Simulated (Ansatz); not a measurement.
# HSE06/def2-SVP run of C2H7Ga (SMILES [CH3][GaH][CH3])

Aim: the electronic atomisation energy of C2H7Ga at HSE06/def2-SVP, from 4 runs. 

Program for the calculation: Ansatz 0.2.0.

47 further runs of the same task are left out: 1 that didn't finish, 46 set aside as unsound or not needed.

**1. Starting point**

C2H7Ga: 10 atoms, total charge 0, spin state singlet. As SMILES, `[CH3][GaH][CH3]`. Geometry: relaxed at PBE0-D4/def2-TZVP.

Bond lengths: C1–Ga2 1.971 Å, Ga2–C3 1.971 Å, C1–H4 1.096 Å, C1–H5 1.091 Å, C1–H6 1.092 Å, Ga2–H7 1.579 Å, C3–H8 1.096 Å, C3–H9 1.091 Å, C3–H10 1.092 Å. Some angles: C1–Ga2–C3 120.1°, C1–Ga2–H7 120.0°, C3–Ga2–H7 119.9°, Ga2–C1–H4 109.0°, Ga2–C1–H5 112.5°, Ga2–C1–H6 111.5°, Ga2–C3–H8 109.0°, Ga2–C3–H9 112.5°, Ga2–C3–H10 111.5°, H4–C1–H5 107.5°.

**2. The energy at HSE06/def2-SVP**

job.yaml reads:

```yaml
crystal:
  periodic: [false, false, false]
  atoms:
    - {symbol: C, position_ang: [-1.063400, 1.142800, -0.711800]}
    - {symbol: Ga, position_ang: [0.649000, 0.266100, -0.281300]}
    - {symbol: C, position_ang: [0.681500, -1.321500, 0.886900]}
    - {symbol: H, position_ang: [-1.533700, 0.614200, -1.548200]}
    - {symbol: H, position_ang: [-0.935400, 2.183800, -1.011500]}
    - {symbol: H, position_ang: [-1.759700, 1.095200, 0.128600]}
    - {symbol: H, position_ang: [1.997300, 0.836500, -0.872600]}
    - {symbol: H, position_ang: [0.687700, -0.994000, 1.932300]}
    - {symbol: H, position_ang: [1.569300, -1.935900, 0.730500]}
    - {symbol: H, position_ang: [-0.209600, -1.938300, 0.750100]}
basis:
  gaussian: {orbitals: def2-SVP}
hamiltonian: {xc: hse06}
accuracy: high
output: {orbitals: {seedname: orbitals}}
```

Run with:

```bash
$ ansatz run job.yaml --threads 1 --pin off --max-ram 3480MiB --events-out events.jsonl --progress --plain --runs-dir runs
```

Standard output:

```text
Warning: RAYON_NUM_THREADS=1 ignored (pool sized by the plan → 1); use --threads N
Functional definition: HSE06
  name "HSE06"
  parameter a = 0.25
  parameter omega = 0.11/bohr
  exchange = pbe_x - a*pbe_x_sr(omega) + a*exact_x_sr(omega)
  correlation = pbe_c
2192 factors; integrals over basis functions are off by at most 7.9e-9 eV
102 factors; integrals over basis functions are off by at most 2.1e-9 eV
mean field evaluation 1: about -54537.8822 eV, gradient 6.5e1 eV
mean field evaluation 2: about -54531.4187 eV, gradient 7.9e1 eV
mean field evaluation 4: about -54547.8403 eV, gradient 2.3e0 eV
mean field evaluation 8: about -54547.9754 eV, gradient 8.6e-2 eV
mean field evaluation 16: about -54547.9755 eV, gradient 6.0e-6 eV
mean field -54547.97545998 eV, -2004.6011242085 hartree, gradient 7.3e-9 eV, S^2 0.000000; 0 other end points of the search recorded, 0 dependent functions left out
reference -54547.97546370 eV, -2004.6011243453 hartree; 25, 25 occupied and 70, 70 virtual orbitals, 2192 factors
Total energy: -54547.97546370 eV, -2004.6011243453 hartree
```

It took 9.6 s on 1 thread of Arm Neoverse V1, shared host; peak memory 0.35 GiB.

**3. The C atom, same level**

run.yaml reads:

```yaml
basis:
  gaussian: {orbitals: def2-SVP}
crystal:
  periodic: [false, false, false]
  atoms:
    - {symbol: C, position_ang: [0.000000, 0.000000, 0.000000]}
accuracy: high
hamiltonian: {xc: hse06}
magnetization: {spin_polarized: true, initial_magnetization: 2}
```

Run the same way, it converges to -37.75830 Eh (log not shown).

**4. The Ga atom, same level**

job.yaml reads:

```yaml
crystal:
  periodic: [false, false, false]
  atoms:
    - symbol: Ga
      position_ang: [0.000000, 0.000000, 0.000000]
basis:
  gaussian:
    orbitals: def2-SVP
magnetization:
  spin_polarized: true
  initial_magnetization: 1
hamiltonian:
  xc: hse06
accuracy: high
```

Run the same way, it converges to -1924.30524 Eh (log not shown).

**5. The H atom, same level**

run.yaml reads:

```yaml
crystal:
  periodic: [false, false, false]
  atoms:
    - symbol: H
      position_ang: [0.000000, 0.000000, 0.000000]
basis:
  gaussian:
    orbitals: def2-SVP
hamiltonian:
  xc: {name: HSE06}
accuracy: high
magnetization:
  spin_polarized: true
  initial_magnetization: 1
```

Run the same way, it converges to -0.50000 Eh (log not shown).

**6. What came out**

At HSE06/def2-SVP:

```
                     quantity           value
       molecule: total energy  -2004.60112 Eh
        molecule: HOMO energy        -7.23 eV
        molecule: LUMO energy        -1.27 eV
      molecule: HOMO–LUMO gap         5.96 eV
         C atom: total energy    -37.75830 Eh
                 C atom: ⟨S²⟩           2.002
        Ga atom: total energy  -1924.30524 Eh
                Ga atom: ⟨S²⟩           0.753
         H atom: total energy     -0.50000 Eh
                 H atom: ⟨S²⟩           0.750
electronic atomisation energy       34.810 eV
```

Taking the molecule apart into free atoms costs 34.81 eV (803 kcal/mol), before zero-point energy and without spin-orbit coupling.
